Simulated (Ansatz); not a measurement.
# GaH4InSi: a ladder of functionals and wavefunction methods

How much do the methods differ for GaH4InSi? The plan is to run it at one geometry with functionals of several rungs and with coupled cluster, and see how far each lands from CCSD(T) at the basis-set limit for the atomisation energy.

Program: Ansatz 0.2.0, Gaussian basis. Level of theory: functionals in def2-TZVPP, the program's frozen cores in correlated methods. These are calculated values, not measurements.

The runs, in order: LDA (SPW92), PBE-D4, revPBE-D4, BLYP-D4, r2SCAN-D4, B97M-V, PBE0-D4, B3LYP-D4, r2SCANh-D4, r2SCAN0-D4, HSE06-D4, BHLYP-D4, CAM-B3LYP-D4, LC-ωPBE, ωB97X-V, ωB97M-V, B2PLYP, PBE-QIDH; CCSD(T)/def2-SVP; CCSD(T)/def2-TZVPP; MP2/def2-QZVPP; extrapolation to the limit; RPA on PBE.

### Step 1. The relaxed structure

An earlier PBE0-D4 in a triple-zeta def2 set relaxation fixed the geometry. In takes the def2 core potential; no spin-orbit term is included.

7 atoms, charge 0, spin multiplicity 1.

Atoms are counted from 1 here; the program's logs count them from 0.

Bond lengths: Si1–Ga2 2.677 Å, Si1–In3 3.025 Å, Si1–H4 1.497 Å, Si1–H5 1.497 Å, Si1–H7 1.512 Å, Ga2–H6 1.795 Å, In3–H6 2.114 Å. Angles: Ga2–Si1–In3 71.2°, Ga2–Si1–H4 97.7°, Ga2–Si1–H5 97.4°, Ga2–Si1–H7 144.6°, In3–Si1–H4 126.5°, In3–Si1–H5 126.4°, In3–Si1–H7 73.4°, H4–Si1–H5 106.6°, H4–Si1–H7 103.3°, H5–Si1–H7 103.3°, Si1–Ga2–H6 93.8°, Si1–In3–H6 78.3°, Ga2–H6–In3 116.7°.

Geometry (Å):

```xyz
7

Si   -0.35776    0.13586   -0.78846
Ga   -0.50735    0.88035    1.77910
In    1.72336   -1.38823    0.79115
H    -1.79338   -0.24551   -0.97166
H    -0.19998    1.50337   -1.37645
H     0.82925   -0.20126    2.29471
H     0.36716   -0.75258   -1.77409
```

### Step 2. LDA

This LDA is Slater exchange with PW92 correlation.

The input, in.yaml:

```yaml
crystal:
  periodic: [false, false, false]
  atoms:
    - {symbol: Si, position_ang: [-0.357761, 0.135856, -0.788456]}
    - {symbol: Ga, position_ang: [-0.507346, 0.880350, 1.779100]}
    - {symbol: In, position_ang: [1.723361, -1.388233, 0.791154]}
    - {symbol: H, position_ang: [-1.793377, -0.245507, -0.971664]}
    - {symbol: H, position_ang: [-0.199978, 1.503370, -1.376446]}
    - {symbol: H, position_ang: [0.829247, -0.201258, 2.294708]}
    - {symbol: H, position_ang: [0.367155, -0.752578, -1.774095]}
basis:
  gaussian: {orbitals: def2-TZVPP}
hamiltonian: {xc: lda}
output: {orbitals: {seedname: orbitals}}
```

On the command line:

```bash
> ansatz run in.yaml --threads 2 --pin off --events-out ev --progress --plain --max-ram 4352MiB
```

Further steps of the session: PBE-D4 (GGA); revPBE-D4 (GGA); BLYP-D4 (GGA); r2SCAN-D4 (meta-GGA); B97M-V (meta-GGA); PBE0-D4 (hybrid); B3LYP-D4 (hybrid); r2SCANh-D4 (hybrid); r2SCAN0-D4 (hybrid); HSE06-D4 (hybrid); BHLYP-D4 (hybrid); CAM-B3LYP-D4 (range-separated); LC-ωPBE (range-separated); ωB97X-V (range-separated); ωB97M-V (range-separated); B2PLYP (double hybrid); PBE-QIDH (double hybrid); CCSD(T) in def2-SVP; CCSD(T) in def2-TZVPP; MP2 in def2-QZVPP; RPA on PBE orbitals.

Before running them: what should the planned runs give, taken together? Wanted: atomisation energy, CCSD(T)/CBS; farthest beyond LDA; mean size of error, GGA; mean size of error, meta-GGA; mean size of error, hybrid; mean size of error, range-separated; mean size of error, double hybrid; gap, smallest and largest; T1 diagnostic.

As calculated:

```
                               quantity                                             value
        atomisation energy, CCSD(T)/CBS                                    377.0 kcal/mol
functionals within 3.8 kcal/mol (1.0 %)  PBE-D4, r2SCAN-D4, B3LYP-D4, r2SCANh-D4, ωB97X-V
                    farthest beyond LDA                          LC-ωPBE (-17.5 kcal/mol)
                mean size of error, GGA                                      6.3 kcal/mol
           mean size of error, meta-GGA                                      2.8 kcal/mol
             mean size of error, hybrid                                      6.4 kcal/mol
    mean size of error, range-separated                                      8.7 kcal/mol
      mean size of error, double hybrid                                     12.0 kcal/mol
              gap, smallest and largest          1.43 eV (LDA (SPW92)), 6.81 eV (LC-ωPBE)
                          T1 diagnostic                                            0.0163
triples share of the correlation energy                                             3.8 %
```

In words: LDA overbinds by 44.0 kcal/mol (12 %). PBE-D4 misses by -3.6 kcal/mol. Double hybrids carry the basis error of their MP2 part in triple zeta, and no dispersion term here, so their miss is partly the set-up's. By mean error the best rung here is meta-GGA (2.8 kcal/mol) and the worst beyond LDA is double hybrid (12.0 kcal/mol). The reference freezes the cores and leaves out spin-orbit coupling and excitations past (T), and its outer-core shells are covered unevenly, so misses under about 3.8 kcal/mol can't be ranked. All levels share the lack of spin-orbit coupling, which lowers the free heavy atoms and so the true binding. Hartree-Fock recovers 70 % of the binding; the rest is correlation. CCSD(T) in def2-SVP is off by -32.6 kcal/mol, more than most functionals: a good method in a small basis is no reference. Orbital gaps span 1.4 to 6.8 eV; exact exchange widens them. The restricted reference is unstable towards a spin-broken one. Correlated methods include outer-core shells of Ga, In, which these sets cover unevenly.
